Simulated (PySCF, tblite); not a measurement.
**C8H4Cl radical: geometry, infrared bands and EPR parameters**

What infrared bands and EPR parameters should C8H4Cl radical (`C#Cc1cc[c]c(Cl)c1`) show?

The runs use tblite 0.8.0 and PySCF 2.14.0, with density-fitted response routines of our own; the level of theory stands in each step. All values are computed, except where a source is named. Atoms are numbered from 0 throughout.

## 1. Starting geometry

13 atoms, charge 0, multiplicity 2; geometry from: force field or distance geometry start.

Bonds of the start (Å): C0–C1 1.19, C1–C2 1.44, C2–C3 1.41, C3–C4 1.39, C4–C5 1.39, C5–C6 1.39, C6–Cl7 1.72, C6–C8 1.39, C8–C2 1.39, C0–H9 1.08, C3–H10 1.08, C4–H11 1.09, C8–H12 1.09.

## 2. Optimising the geometry with GFN2-xTB

Job settings and geometry (Å):

```
{"job": {"kind": "relax", "xc": "GFN2-xTB", "basis": "xTB"}, "charge": 0, "multiplicity": 2}
C     -2.921000    -1.111100     0.159500
C     -1.818300    -0.665800     0.085000
C     -0.474100    -0.153200     0.020300
C     -0.278200     1.204300    -0.309500
C      1.019100     1.705800    -0.370200
C      2.105000     0.873200    -0.139500
C      1.900900    -0.462800     0.175600
Cl     3.265100    -1.471900     0.476800
C      0.614200    -0.988700     0.259500
H     -3.923700    -1.498500     0.223100
H     -1.127500     1.851100    -0.491800
H      1.183100     2.749100    -0.622400
H      0.450800    -2.031100     0.515900
```

The run is started by

```sh
OMP_NUM_THREADS=1 python probes_run.py task.json out
```

One launch serves the whole session: the jobs run in the order shown.

Standard output:

```text
step      E/eV     max force
  0    -640.44854    1.918
  1    -640.42957    4.548
  2    -640.52267    0.692
  3    -640.53319    0.375
  4    -640.53889    0.216
  5    -640.54209    0.134
  6    -640.54287    0.121
  7    -640.54460    0.072
  8    -640.54496    0.051
  9    -640.54509    0.037
 10    -640.54515    0.031
 11    -640.54526    0.035
 12    -640.54533    0.023
 13    -640.54536    0.009
```

Wall time 0.1 s (1 thread of Arm Neoverse V1, shared host).

Along the way: (the energy doesn't fall at every step)

```
step  energy from step 0 (eV)  largest force (eV/Å)
   0                   0.0000                1.9182
   1                   0.0190                4.5477
   2                  -0.0741                0.6922
   3                  -0.0847                0.3748
   4                  -0.0904                0.2162
   5                  -0.0936                0.1344
   6                  -0.0943                0.1213
   7                  -0.0961                0.0718
   8                  -0.0964                0.0511
   9                  -0.0965                0.0367
  10                  -0.0966                0.0313
  11                  -0.0967                0.0355
  12                  -0.0968                0.0233
  13                  -0.0968                0.0095
```

Distances of close pairs at the start and the end, largest changes first:

```csv
bond,before (Å),after (Å),change (Å)
C0–H9,1.077,1.049,-0.028
C4–C5,1.388,1.361,-0.026
C5–C6,1.388,1.365,-0.023
C1–C2,1.440,1.418,-0.022
C2–C3,1.411,1.394,-0.017
C0–C1,1.192,1.200,+0.009
C6–Cl7,1.723,1.730,+0.007
C4–H11,1.086,1.079,-0.007
```

The end geometry stands in the next job.

## 3. Harmonic vibrations with GFN2-xTB

Job settings and geometry (Å):

```
{"job": {"kind": "ir", "xc": "GFN2-xTB", "basis": "xTB"}, "charge": 0, "multiplicity": 2}
C     -2.906875    -1.100542     0.158910
C     -1.790613    -0.664816     0.092711
C     -0.474968    -0.142704     0.014468
C     -0.281953     1.200576    -0.304879
C      1.011275     1.709272    -0.378490
C      2.043655     0.856194    -0.134590
C      1.901741    -0.464288     0.180358
Cl     3.257937    -1.496005     0.481261
C      0.611556    -0.980975     0.259367
H     -3.881668    -1.483961     0.217879
H     -1.130997     1.841081    -0.490952
H      1.178445     2.746971    -0.621946
H      0.458077    -2.020317     0.508174
```

Standard output:

```text
mode    cm-1     km/mol
  1     113.5      0.04
  2     121.6      0.01
  3     170.1      0.16
  4     257.8      0.16
  5     331.7      1.19
  6     379.4      1.77
  7     385.8      2.62
  8     451.7      2.93
  9     462.8      1.40
 10     517.9      3.81
 11     599.5      6.15
 12     623.9      1.69
 13     672.5      5.50
 14     672.9     18.04
 15     789.1     26.88
 16     819.5     34.98
 17     838.0      4.29
 18     887.5      0.06
 19     968.1      2.94
 20    1093.8     11.17
 21    1133.3      0.72
 22    1191.8      2.11
 23    1221.3     14.11
 24    1269.2      7.12
 25    1364.1      8.11
 26    1403.8      3.19
 27    1514.7     12.86
 28    1579.6     19.07
 29    2259.8      0.01
 30    3080.4      4.35
 31    3087.1     10.15
 32    3089.7     18.73
 33    3395.2      9.31
```

It took 0.45 s on 1 thread of Arm Neoverse V1, shared host.

Which atoms move in the most intense modes:

```csv
cm⁻¹,km/mol,atoms
673,18.0,"H9 79 %, C0 10 %"
789,26.9,"H10 35 %, H11 32 %"
820,35.0,"C6 30 %, C5 21 %, C8 14 %"
1094,11.2,"H12 36 %, C6 21 %, H11 20 %, C5 10 %"
1221,14.1,"C2 38 %, C6 13 %, H11 13 %, H10 11 %"
1515,12.9,"C8 26 %, C3 25 %, C2 18 %, C4 13 %"
1580,19.1,"C5 39 %, C2 17 %, C4 15 %, C6 11 %"
3090,18.7,"H10 54 %, H11 38 %"
```

## 4. g tensor and hyperfine couplings: B3LYP/pcH-1

Same as in step 3 but for these lines:

```diff
@@ -1,2 +1,2 @@
-{"job": {"kind": "ir", "xc": "GFN2-xTB", "basis": "xTB"}, "charge": 0, "multiplicity": 2}
+{"job": {"kind": "epr", "basis": "pcH-1"}, "charge": 0, "multiplicity": 2}
 C     -2.906875    -1.100542     0.158910
```

Level: UKS B3LYP, pcH-1 on C Cl H, non-relativistic, mean-field spin-orbit, GIAO.

Standard output:

```text
UKS, coarse grid
  cycle   1  E = -767.27409509  |g| = 3.19e-01
  cycle   2  E = -767.26538475  |g| = 3.32e-01
  cycle   3  E = -767.31470610  |g| = 1.19e-01
  cycle   4  E = -767.32186435  |g| = 4.28e-02
  cycle   5  E = -767.32283404  |g| = 1.09e-02
  cycle   6  E = -767.32289452  |g| = 5.61e-03
  cycle   7  E = -767.32291741  |g| = 3.13e-03
  cycle   8  E = -767.32292447  |g| = 1.58e-03
  cycle   9  E = -767.32292986  |g| = 1.18e-03
  cycle  10  E = -767.32293042  |g| = 5.11e-04
UKS, final grid
  cycle   1  E = -767.32292991  |g| = 7.20e-04
  cycle   2  E = -767.32292925  |g| = 1.45e-03
  cycle   3  E = -767.32293044  |g| = 2.28e-04
  cycle   4  E = -767.32293050  |g| = 1.82e-04
  cycle   5  E = -767.32293062  |g| = 7.71e-05
  cycle   6  E = -767.32293062  |g| = 1.71e-05
E = -767.32293062 Eh   <S^2> = 0.7582 (exact 0.7500)
g shifts (ppm)      1          2          3
  rmc          -167       -167       -167
  gc             29        -45         12
  oz_so       -1413       -790        533
  total       -1550      -1002        378
hyperfine (MHz)  atom isotope    a_iso     a_fc   dipolar eigenvalues
    0   13C      -1.69      -1.70     -2.73      0.94      1.79
    1   13C       4.50       4.50     -0.44     -0.31      0.75
    2   13C      -5.81      -5.82     -6.46      2.33      4.12
    3   13C      49.12      49.12     -6.73     -1.68      8.41
    4   13C       9.33       9.34    -13.71     -1.53     15.24
    5   13C     418.70     418.82    -80.20    -61.79    141.99
    6   13C      -9.44      -9.35    -15.12     -4.92     20.04
    7  35Cl       8.95       8.72     -6.93     -4.41     11.34
    8   13C      31.30      31.32     -5.45     -0.86      6.31
    9    1H       1.42       1.42     -0.27     -0.09      0.36
   10    1H      12.65      12.65     -3.15     -2.41      5.56
   11    1H      62.26      62.26     -6.90     -5.74     12.64
   12    1H      22.57      22.57     -2.79     -2.12      4.91
```

Wall time 1.8 min (1 thread of Arm Neoverse V1, shared host); peak memory 1.1 GiB.

Principal g values 2.00077, 2.00132, 2.00270; g(iso) = 2.00159, against 2.00232 for a free electron.

Hyperfine couplings, nucleus by nucleus at this fixed geometry (no averaging over rotations):

```csv
nuclei,isotope,a(iso) (MHz),"a(iso) (G, at g = 2.0023)",largest dipolar term (MHz)
C5,13C,418.7,149.4,142.0
H11,1H,62.3,22.2,12.6
C3,13C,49.1,17.5,8.4
C8,13C,31.3,11.2,6.3
H12,1H,22.6,8.1,4.9
H10,1H,12.6,4.5,5.6
C6,13C,-9.4,-3.4,20.0
C4,13C,9.3,3.3,15.2
Cl7,35Cl,9.0,3.2,11.3
C2,13C,-5.8,-2.1,-6.5
C1,13C,4.5,1.6,0.7
C0,13C,-1.7,-0.6,-2.7
H9,1H,1.4,0.5,0.4
```

Mulliken spin populations:

C0 -0.02; C1 0.01; C2 -0.04; C3 0.07; C4 -0.08; C5 1.02; C6 -0.07; Cl7 0.02; C8 0.05; H9 0.00; H10 0.01; H11 0.02; H12 0.01

In first order the couplings over 0.8 MHz of 1H, 35Cl give 64 distinct lines over 44.9 G.

Orbitals, density, ELF and potential are computed afterwards from the orbital file.

ELF in a plane through or near 13 of the atoms.

Values, 10 rows by 14 columns:
```
0.00 0.00 0.00 0.00 0.00 0.00 0.00 0.00 0.00 0.00 0.00 0.00 0.00 0.00
0.00 0.00 0.00 0.00 0.00 0.03 0.00 0.00 0.00 0.00 0.00 0.00 0.00 0.00
0.00 0.00 0.00 0.00 0.97 0.99 0.03 0.95 0.95 0.00 0.00 0.00 0.00 0.00
0.00 0.00 0.00 0.01 0.43 0.88 0.69 0.96 0.73 0.04 0.17 0.01 0.00 0.00
0.00 0.00 0.01 0.70 0.78 0.91 0.65 0.80 0.24 0.75 0.63 0.44 0.03 0.00
0.00 0.00 0.01 0.47 0.77 0.83 0.15 0.39 0.92 0.28 0.56 1.00 0.77 0.00
0.00 0.00 0.06 0.55 0.54 0.27 0.74 0.66 0.03 0.66 0.54 0.48 0.03 0.00
0.00 0.00 0.17 0.88 0.76 0.74 0.13 1.00 0.26 0.04 0.06 0.00 0.00 0.00
0.00 0.00 0.01 0.34 0.81 0.83 0.02 0.33 0.02 0.00 0.00 0.00 0.00 0.00
0.00 0.00 0.00 0.01 0.08 0.10 0.00 0.00 0.00 0.00 0.00 0.00 0.00 0.00
```
The map spans 13.5 Å across and 10.1 Å up, centred on the molecule. Atoms in the plane (x, y in Å): C0 (3.1, -0.2), C1 (1.9, -0.1), C2 (0.5, 0.0), C3 (-0.1, 1.3), C4 (-1.5, 1.4), C5 (-2.2, 0.2), C6 (-1.7, -1.0), Cl7 (-2.7, -2.4), C8 (-0.3, -1.1), H9 (4.2, -0.3), H10 (0.5, 2.2), H11 (-1.9, 2.3), H12 (0.2, -2.1).

On the surface of density 0.002 e/bohr³ the electrostatic potential runs, from the 1st to the 99th percentile, from -0.59 V near C0 to 1.51 V near H9.

The spin density lies nearest to C5 73 %.

## 5. Outcome

| quantity | value |
| --- | --- |
| strongest single infrared mode (GFN2-xTB) | 820 cm⁻¹, 35 km/mol |
| zero-point energy (GFN2-xTB) | 52.5 kcal/mol |
| g(iso) (B3LYP) | 2.00159 |
| ⟨S²⟩ | 0.758 (exact 0.75) |
| largest a(iso) | 13C on C5, 418.7 MHz |
| surface potential, 1st and 99th percentile | -0.59 V and 1.51 V |

What this shows: Relaxing lowered the energy by 0.097 eV in 13 steps; the close pair that moved most is C0–H9, from 1.077 to 1.049 Å. All 33 modes are real, so the xTB geometry is a minimum. The strongest single mode, at 820 cm⁻¹, is spread over many atoms; the largest shares are those of C6, C5. Unscaled tight-binding wavenumbers are off by several per cent, some by more. Its intensities can rank the bands wrongly. C5 carries the largest spin population, 1.02 e. The isotropic g lies 0.7 ppt below the free-electron value.
